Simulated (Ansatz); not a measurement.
# CH5BBrNO: ladder of methods at one geometry, by script

How do the methods compare on CH5BBrNO, in result and in cost? Aim: a ladder of methods at one geometry, for CH5BBrNO, run from a script. SMILES: COB(N)Br.

Program: the Python package of Ansatz 0.2.0. The levels of theory stand in the script. These are calculated values, not measurements.

## (1) Starting point

Bond lengths: C1–O2 1.387 Å, O2–B3 1.462 Å, B3–N4 1.612 Å, B3–Br5 1.985 Å, C1–H6 1.192 Å, C1–H7 1.099 Å, C1–H8 1.063 Å, N4–H9 1.103 Å, N4–H10 0.974 Å. Angles: C1–O2–B3 109.2°, O2–C1–H6 108.4°, O2–C1–H7 113.7°, O2–C1–H8 109.1°, H6–C1–H7 108.6°, H6–C1–H8 105.6°, H7–C1–H8 111.2°, O2–B3–N4 119.1°, O2–B3–Br5 121.5°, N4–B3–Br5 119.1°, B3–N4–H9 103.1°, B3–N4–H10 107.9°, H9–N4–H10 109.3°.

The script holds or builds the structure itself.

## (2) The script

ch5bbrno.py

```python
"""CH5BBrNO at several levels of theory."""

from pathlib import Path

import ansatz as az
import numpy as np

geometry_ang = [
    ("C", [-1.1075, -1.1517, 0.0959]),
    ("O", [-0.1189, -0.8376, -0.8247]),
    ("B", [0.4205, 0.4865, -0.5171]),
    ("N", [1.6987, 0.6038, 0.4574]),
    ("Br", [-0.2672, 2.1204, -1.4105]),
    ("H", [-1.9844, -0.3501, -0.0066]),
    ("H", [-0.7568, -1.1555, 1.1377]),
    ("H", [-1.5426, -2.085, -0.1663]),
    ("H", [1.3351, 1.2573, 1.2686]),
    ("H", [2.4061, 1.0608, -0.0315]),
]
geometry = az.Crystal.molecule()
for symbol, xyz in geometry_ang:
    geometry = geometry.atom(symbol, xyz)

calc = geometry.calculation().basis(gaussian="def2-SVP")

print("functional    E (Ha)        dipole (D)   HOMO (eV)  LUMO (eV)")
for name in ["hf", "cam_b3lyp", "pbe0", "pbe", "r2scan0"]:
    report = calc.functional(name).forces().orbitals().run(threads=1, runs_dir="runs").report
    lines = Path(report["orbitals_path"]).read_text().splitlines()
    field_of = lambda key: [line.split("=")[1].strip() for line in lines if line.startswith(key)]
    orbitals = [(27.211386 * float(e), s, float(n)) for e, s, n in zip(field_of("Ene="), field_of("Spin="), field_of("Occup="))]
    homo = max(e for e, _, n in orbitals if n > 0.5)
    lumo = min(e for e, _, n in orbitals if n < 0.5)
    dipole = 4.803205 * np.linalg.norm(report["charge_distribution"]["dipole_moment_e_ang"])
    print(f"{name:10s} {report['free_energy_ev'] / 27.211386246:14.6f} {dipole:9.3f} {homo:11.3f} {lumo:10.3f}")
```

## (3) What the engine is handed

The engine receives this input (first run):

```yaml
crystal:
  periodic: [false, false, false]
  atoms:
    - { symbol: C, position_ang: [-1.1075, -1.1517, 0.0959] }
    - { symbol: O, position_ang: [-0.1189, -0.8376, -0.8247] }
    - { symbol: B, position_ang: [0.4205, 0.4865, -0.5171] }
    - { symbol: "N", position_ang: [1.6987, 0.6038, 0.4574] }
    - { symbol: Br, position_ang: [-0.2672, 2.1204, -1.4105] }
    - { symbol: H, position_ang: [-1.9844, -0.3501, -0.0066] }
    - { symbol: H, position_ang: [-0.7568, -1.1555, 1.1377] }
    - { symbol: H, position_ang: [-1.5426, -2.085, -0.1663] }
    - { symbol: H, position_ang: [1.3351, 1.2573, 1.2686] }
    - { symbol: H, position_ang: [2.4061, 1.0608, -0.0315] }
basis:
  gaussian:
    orbitals: def2-SVP
hamiltonian:
  xc: hf
output:
  orbitals: {}
  forces: true
```

## (4) Launch

Started as:

```sh
python ch5bbrno.py
```

Output:

```text
functional    E (Ha)        dipole (D)   HOMO (eV)  LUMO (eV)
hf           -2766.779095     1.856     -10.990      2.684
cam_b3lyp    -2769.719832     1.690      -8.773     -0.010
pbe0         -2769.163816     1.683      -7.416     -1.246
pbe          -2769.060363     1.561      -5.840     -2.201
r2scan0      -2769.541514     1.725      -7.681     -1.028
```

Run time: 19 s. Hardware: 1 thread of AMD EPYC 9B14 (Zen 4), shared host; peak memory 0.36 GiB.

## (5) What changed from run to run

The engine's inputs for some of the other runs:

Run 3, against run 1:

```diff
@@ -18 +18 @@
-  xc: hf
+  xc: pbe0
```

Run 4, against run 1:

```diff
@@ -18 +18 @@
-  xc: hf
+  xc: pbe
```

Run 5, against run 1:

```diff
@@ -18 +18 @@
-  xc: hf
+  xc: r2scan0
```

## (6) What each run gave

From the records of these 5 runs:

| run | functional | energy (eV) | SCF cycles | CPU time (s) |
| --- | --- | --- | --- | --- |
| 1 | hf | -75287.8946 | 13 | 2 |
| 2 | cam_b3lyp | -75367.9161 | 19 | 4.5 |
| 3 | pbe0 | -75352.7862 | 18 | 3.8 |
| 4 | pbe | -75349.9711 | 19 | 2.3 |
| 5 | r2scan0 | -75363.0639 | 17 | 5.8 |

Totals hang on method, basis and potentials, so only like runs compare.

The fields below are those of run 1.

## (7) The molecule's orbitals and density

Orbitals, density, ELF and potential are computed afterwards from the orbital file.

Frontier orbitals at Hartree-Fock/def2-SVP, with the share of their density that lies nearest to each atom:

| orbital | energy (eV) | lies on |
| --- | --- | --- |
| HOMO | -10.99 | Br5 51 %; N4 38 % |
| LUMO | 2.68 | B3 57 %; Br5 12 %; O2 6 % |

ELF in a plane through or near 5 of the atoms.

Ten even steps from '0' (0.00) to '9' (1.00):
```
0000000000000000000000000000
0000000000000000000000000000
0000000000000000000000000000
0000000000000000000000000000
0000000000000000000000000000
0000000257763000121000000000
0000001378986000253100000000
0000035678985000365356620000
0000279952584001356899971000
0000389987884455621899983000
0000046645724386753799851000
0000000002412355322221100000
0000000135797321101100000000
0000025787446520000000000000
0000036886235762000000000000
0000025788678875200000000000
0000003467888763100000000000
0000000123455430000000000000
0000000001121100000000000000
0000000000000000000000000000
```
The map spans 10.3 Å across and 9.7 Å up, centred on the molecule. Atoms in the plane (x, y in Å): C1 (1.6, 0.2), B3 (-0.6, -0.4), N4 (-1.7, 0.8), H8 (2.5, 0.3), H10 (-2.5, 0.5).

log10 of the density (e/Å³) in the same plane.

Values, 10 rows by 14 columns:
```
-4.0 -4.0 -4.0 -4.0 -4.0 -4.0 -4.0 -4.0 -4.0 -4.0 -4.0 -4.0 -4.0 -4.0
-4.0 -4.0 -4.0 -4.0 -4.0 -4.0 -4.0 -4.0 -4.0 -4.0 -4.0 -4.0 -4.0 -4.0
-4.0 -4.0 -4.0 -3.2 -2.6 -2.5 -3.1 -3.6 -3.2 -3.2 -3.6 -4.0 -4.0 -4.0
-4.0 -4.0 -2.9 -1.5 -0.7 -0.6 -1.4 -2.2 -1.6 -1.5 -2.0 -2.6 -3.6 -4.0
-4.0 -3.6 -2.0 -0.3  0.5  0.5 -0.6 -1.0 -0.4 -0.1 -0.3 -1.2 -2.5 -3.9
-4.0 -3.9 -2.4 -1.0 -0.5 -0.1  1.0  0.0  0.2  0.1 -0.2 -1.2 -2.5 -3.9
-4.0 -4.0 -3.1 -1.7 -0.9 -0.3 -0.2 -0.7 -1.0 -1.2 -1.7 -2.5 -3.4 -4.0
-4.0 -4.0 -2.8 -1.3 -0.3  0.5  0.1 -0.8 -1.9 -2.7 -3.1 -3.7 -4.0 -4.0
-4.0 -4.0 -3.2 -1.8 -1.0 -0.5 -0.6 -1.3 -2.3 -4.0 -4.0 -4.0 -4.0 -4.0
-4.0 -4.0 -4.0 -3.1 -2.3 -2.0 -2.1 -2.6 -3.6 -4.0 -4.0 -4.0 -4.0 -4.0
```
The map spans 10.3 Å across and 9.7 Å up, centred on the molecule. Atoms in the plane (x, y in Å): C1 (1.6, 0.2), B3 (-0.6, -0.4), N4 (-1.7, 0.8), H8 (2.5, 0.3), H10 (-2.5, 0.5).

On the surface of density 0.002 e/bohr³ the electrostatic potential runs, from the 1st to the 99th percentile, from -1.75 V near N4 to 2.09 V near B3.

## (8) Summary of results

| quantity | value |
| --- | --- |
| runs compared | 5 |
| HOMO-LUMO gap of the mean field (Hartree-Fock/def2-SVP) | 13.67 eV |

What this shows: All 5 runs converged, in 13 to 19 cycles. What to keep in mind:
- The geometry is a force-field or estimated start, not a minimum of this method, and the basis set is short of its limit. A lower total doesn't mark the better method: functionals have no common bound, and MP2 and coupled cluster aren't variational.
- Levels such as HOMO and LUMO are orbital energies: with these approximate functionals they aren't the ionisation energy and electron affinity, and their gap isn't the fundamental gap.
